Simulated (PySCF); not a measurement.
# C₃H₉In: a look at the electrons

For C₃H₉In, the scripts below analyse its density (charges, bond critical points, surface potential), see where an electron leaves and enters and measure its response to a uniform field.

Method: levels as typed in each script, gas phase, geometry from GFN2-xTB; program: PySCF 2.14.0.

## 1. Starting geometry

SMILES `C[In](C)C`, 13 atoms, charge 0, spin multiplicity 1.

Bond lengths: C1–In2 2.243 Å, C1–H5 1.090 Å, C1–H6 1.090 Å, C1–H7 1.089 Å, In2–C3 2.243 Å, In2–C4 2.243 Å, C3–H8 1.090 Å, C3–H9 1.089 Å, C3–H10 1.090 Å, C4–H11 1.090 Å, C4–H12 1.089 Å, C4–H13 1.090 Å. Angles: In2–C1–H5 110.0°, In2–C1–H6 110.0°, In2–C1–H7 110.5°, H5–C1–H6 108.4°, H5–C1–H7 108.9°, H6–C1–H7 109.0°, C1–In2–C3 119.5°, C1–In2–C4 119.9°, C3–In2–C4 120.6°, In2–C3–H8 109.9°, In2–C3–H9 110.6°, In2–C3–H10 109.9°, H8–C3–H9 108.9°, H8–C3–H10 108.4°, H9–C3–H10 109.1°, In2–C4–H11 109.8°, In2–C4–H12 110.5°, In2–C4–H13 110.0° and more.

As a file:

```xyz
13
charge 0, multiplicity 1
C     0.4742    2.1893   -0.0022
In   -0.0019   -0.0025    0.0015
C     1.6721   -1.4961   -0.0022
C    -2.1393   -0.6837   -0.0017
H     0.9875    2.4574   -0.9254
H     1.1272    2.4310    0.8362
H    -0.4384    2.7783    0.0777
H     2.2480   -1.4056   -0.9229
H     1.2805   -2.5096    0.0716
H     2.3382   -1.3099    0.8398
H    -2.5899   -0.4800   -0.9728
H    -2.1997   -1.7526    0.1977
H    -2.7030   -0.1455    0.7597
```

## 2. Density, bond paths and surface potential (PBE0/def2-tzvp)

Contents of input.py:

```python
import numpy as np
from pyscf import gto, scf, dft
from pyscf.scf import atom_ks, atom_hf
from scipy.linalg import block_diag

def solve(mol, dm0=None, hcore=None):
    mf = (dft.UKS if mol.spin else dft.RKS)(mol, xc='pbe0')
    mf.grids.level = 3
    mf = mf.density_fit(auxbasis='def2-universal-jkfit')
    mf.conv_tol, mf.max_cycle = 1e-8, 80
    if hcore is not None:
        mf.get_hcore = lambda *args: hcore
    mf.kernel(dm0)
    if not mf.converged:
        mf = mf.newton().run(mf.mo_coeff, mf.mo_occ, max_cycle=30)
    assert mf.converged, 'SCF not converged'
    return mf

mol = gto.M(atom='''
C      0.47424     2.18933    -0.00217
In    -0.00189    -0.00247     0.00153
C      1.67211    -1.49611    -0.00221
C     -2.13928    -0.68369    -0.00169
H      0.98754     2.45738    -0.92536
H      1.12720     2.43100     0.83619
H     -0.43838     2.77832     0.07770
H      2.24796    -1.40557    -0.92288
H      1.28050    -2.50956     0.07164
H      2.33823    -1.30993     0.83979
H     -2.58993    -0.47996    -0.97284
H     -2.19966    -1.75262     0.19771
H     -2.70302    -0.14553     0.75966
''', basis='def2-tzvp', ecp={'In': 'def2-tzvp'}, charge=0, spin=0, verbose=4)
mf = solve(mol)
mf.analyze()
# spherically averaged free atoms, for the promolecule
atom_ks.AtomSphAverageRKS.init_guess_by_vsap = lambda self, mol=None: self.init_guess_by_minao(mol)  # core potentials
atm = atom_ks.get_atm_nrks(mol, xc='pbe0')
pro = block_diag(*[(atm[a[0]][2] * atm[a[0]][3]) @ atm[a[0]][2].T for a in mol._atom])
np.savez('result.npz', e=mf.e_tot, c=mf.mo_coeff, occ=mf.mo_occ, eps=mf.mo_energy, pro=pro, dip=mf.dip_moment(verbose=0), s2=mf.spin_square()[0])
```

Run with:

```bash
> OMP_NUM_THREADS=1 python input.py
```

## 4. Removing and adding an electron (PBE0/def2-tzvp)

input.py, as its differences from that of step 2:

```diff
@@ -34,3 +34,12 @@
 mf = solve(mol)
-mf.analyze()
+out = dict(e0=mf.e_tot, dm0=mf.make_rdm1(), c=mf.mo_coeff, occ=mf.mo_occ, eps=mf.mo_energy)
+for name, dq, spin in [('cation', 1, 1)]:
+    ion = mol.copy().set(charge=mol.charge + dq, spin=spin).build()
+    mi = solve(ion)
+    if spin and dq > 0 and mol.nao < 130:
+        c, _, stable, _ = mi.stability(return_status=True)
+        if not stable:
+            mi = solve(ion, mi.make_rdm1(c, mi.mo_occ))
+    print(name, 'vertical energy change / eV', (mi.e_tot - mf.e_tot) * 27.211386)
+    out.update({'e_' + name: mi.e_tot, 'dm_' + name: mi.make_rdm1(), 's2_' + name: mi.spin_square()[0], 'eps_' + name: mi.mo_energy, 'occ_' + name: mi.mo_occ})
 # spherically averaged free atoms, for the promolecule
@@ -39,2 +48,2 @@
 pro = block_diag(*[(atm[a[0]][2] * atm[a[0]][3]) @ atm[a[0]][2].T for a in mol._atom])
-np.savez('result.npz', e=mf.e_tot, c=mf.mo_coeff, occ=mf.mo_occ, eps=mf.mo_energy, pro=pro, dip=mf.dip_moment(verbose=0), s2=mf.spin_square()[0])
+np.savez('result.npz', pro=pro, **out)
```

## 5. Response to an electric field (PBE0/def2-tzvp)

Contents of input.py:

```python
import numpy as np
from pyscf import gto, scf, dft
from pyscf.scf import atom_ks, atom_hf
from scipy.linalg import block_diag

def solve(mol, dm0=None, hcore=None):
    mf = (dft.UKS if mol.spin else dft.RKS)(mol, xc='pbe0')
    mf.grids.level = 3
    mf = mf.density_fit(auxbasis='def2-universal-jkfit')
    mf.conv_tol, mf.max_cycle = 1e-8, 80
    if hcore is not None:
        mf.get_hcore = lambda *args: hcore
    mf.kernel(dm0)
    if not mf.converged:
        mf = mf.newton().run(mf.mo_coeff, mf.mo_occ, max_cycle=30)
    assert mf.converged, 'SCF not converged'
    return mf

mol = gto.M(atom='''
C      0.47424     2.18933    -0.00217
In    -0.00189    -0.00247     0.00153
C      1.67211    -1.49611    -0.00221
C     -2.13928    -0.68369    -0.00169
H      0.98754     2.45738    -0.92536
H      1.12720     2.43100     0.83619
H     -0.43838     2.77832     0.07770
H      2.24796    -1.40557    -0.92288
H      1.28050    -2.50956     0.07164
H      2.33823    -1.30993     0.83979
H     -2.58993    -0.47996    -0.97284
H     -2.19966    -1.75262     0.19771
H     -2.70302    -0.14553     0.75966
''', basis='def2-tzvp', ecp={'In': 'def2-tzvp'}, charge=0, spin=0, verbose=4)
field = np.array([0.004, 0.0, 0.0])  # atomic units
mol.set_common_orig(mol.atom_charges() @ mol.atom_coords() / mol.atom_charges().sum())
mf = solve(mol)
out = dict(dm0=mf.make_rdm1(), d0=mf.dip_moment(unit='AU'), e0=mf.e_tot)
for name, sign in (('p', 1), ('m', -1)):
    h = mf.get_hcore() + sign * np.einsum('x,xij->ij', field, mol.intor('int1e_r'))
    mi = solve(mol, mf.make_rdm1(), h)
    out.update({'dm' + name: mi.make_rdm1(), 'd' + name: mi.dip_moment(unit='AU'), 'e' + name: mi.e_tot})
# spherically averaged free atoms, for the promolecule
atom_ks.AtomSphAverageRKS.init_guess_by_vsap = lambda self, mol=None: self.init_guess_by_minao(mol)  # core potentials
atm = atom_ks.get_atm_nrks(mol, xc='pbe0')
pro = block_diag(*[(atm[a[0]][2] * atm[a[0]][3]) @ atm[a[0]][2].T for a in mol._atom])
np.savez('result.npz', pro=pro, **out)
```

(Steps that only read results are left out.)

Q: Predict the outcome of this session. Wanted: dipole moment; HOMO, LUMO; polarisability along the field.

As calculated:

| quantity | value |
| --- | --- |
| dipole moment (PBE0/def2-tzvp) | 0.00 D |
| HOMO, LUMO (PBE0/def2-tzvp) | -6.92, -0.99 eV |
| polarisability along the field (PBE0/def2-tzvp) | 91.0 bohr³ |

**Reading.** At PBE0/def2-tzvp: The highest Hirshfeld charge is on In2 (+0.58 e), the lowest on C1 (−0.27 e). The geometry was not optimised at these levels.
